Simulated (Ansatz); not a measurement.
# C₂H₅BBrCl: one species, many methods

The task here is to estimate one member of a computed series from the others.

The runs use Ansatz 0.2.0, Gaussian basis; functionals in def2-TZVPP, the program's frozen cores in correlated methods.

Plan: PBE-D4, r2SCAN-D4, PBE0-D4, B3LYP-D4, ωB97X-V, ωB97M-V, B2PLYP; CCSD(T)/def2-TZVPP; MP2/def2-QZVPP; extrapolation to the limit.

**The relaxed structure**

An earlier PBE0-D4 in a triple-zeta def2 set relaxation fixed the geometry.

10 atoms, charge 0, spin multiplicity 1.

Atoms are counted from 1 here; the program's logs count them from 0.

Bond lengths: B1–C2 1.555 Å, B1–Br5 2.243 Å, B1–H6 1.194 Å, B1–H7 1.190 Å, C2–C3 1.494 Å, C2–Cl4 1.742 Å, C2–Br5 2.089 Å, C3–H8 1.090 Å, C3–H9 1.090 Å, C3–H10 1.094 Å. Angles: C2–B1–Br5 63.7°, C2–B1–H6 116.9°, C2–B1–H7 119.4°, Br5–B1–H6 106.0°, Br5–B1–H7 107.5°, H6–B1–H7 122.6°, B1–C2–C3 123.9°, B1–C2–Cl4 119.0°, B1–C2–Br5 74.3°, C3–C2–Cl4 112.1°, C3–C2–Br5 108.9°, Cl4–C2–Br5 109.9°, C2–C3–H8 110.2°, C2–C3–H9 112.3°, C2–C3–H10 107.3°, H8–C3–H9 110.1°, H8–C3–H10 108.7°, H9–C3–H10 108.1° and more.

Set-up of the first run:

in.yaml

```yaml
crystal:
  periodic: [false, false, false]
  atoms:
    - {symbol: B, position_ang: [-1.048761, 0.914472, 0.420981]}
    - {symbol: C, position_ang: [0.259428, 0.074224, 0.374646]}
    - {symbol: C, position_ang: [0.492015, -1.052653, -0.578735]}
    - {symbol: Cl, position_ang: [1.214856, -0.083672, 1.822542]}
    - {symbol: Br, position_ang: [0.711672, 1.874398, -0.583325]}
    - {symbol: H, position_ang: [-1.850762, 0.713898, -0.440793]}
    - {symbol: H, position_ang: [-1.298256, 1.554433, 1.392860]}
    - {symbol: H, position_ang: [-0.055280, -0.881220, -1.505217]}
    - {symbol: H, position_ang: [1.550793, -1.202399, -0.792067]}
    - {symbol: H, position_ang: [0.107395, -1.962679, -0.107794]}
basis:
  gaussian: {orbitals: def2-TZVPP}
hamiltonian: {xc: pbe, dispersion: d4}
output: {forces: true, orbitals: {seedname: orbitals}}
```

Launch:

```
$ ansatz run in.yaml --threads 4 --pin off --events-out ev --progress --plain --max-ram 10444MiB
```

Steps of the session up to this table: PBE-D4 (GGA); r2SCAN-D4 (meta-GGA); PBE0-D4 (hybrid); B3LYP-D4 (hybrid); ωB97X-V (range-separated); ωB97M-V (range-separated); B2PLYP (double hybrid); CCSD(T) in def2-TZVPP; MP2 in def2-QZVPP.

One of the session's tables, all rows but one given; the rest of the session is left out.

| method | atomisation energy (kJ/mol) |
| --- | --- |
| PBE-D4 | 3590.0 |
| r2SCAN-D4 | 3527.0 |
| PBE0-D4 | 3532.9 |
| B3LYP-D4 | 3484.6 |
| ωB97X-V | ? |
| ωB97M-V | 3500.5 |
| B2PLYP | 3447.9 |
| HF/def2-TZVPP | 2571.1 |
| MP2/def2-TZVPP | 3478.0 |
| CCSD/def2-TZVPP | 3338.0 |
| CCSD(T)/def2-TZVPP | 3400.6 |
| MP2/CBS | 3564.4 |
| CCSD(T)/CBS | 3487.0 |

Q: Estimate the row for ωB97X-V from the others.

**Answer.** atomisation energy (kJ/mol): 3489.2. In the column «atomisation energy (kJ/mol)» it lies between CCSD(T)/CBS (3487.0) and ωB97M-V (3500.5).

Limits of these values: Free atoms (1 B, 2 C, 1 Cl, 1 Br, 5 H) were run apart at each level; the atomisation energy is their sum less the molecule, without zero-point or spin-orbit terms.
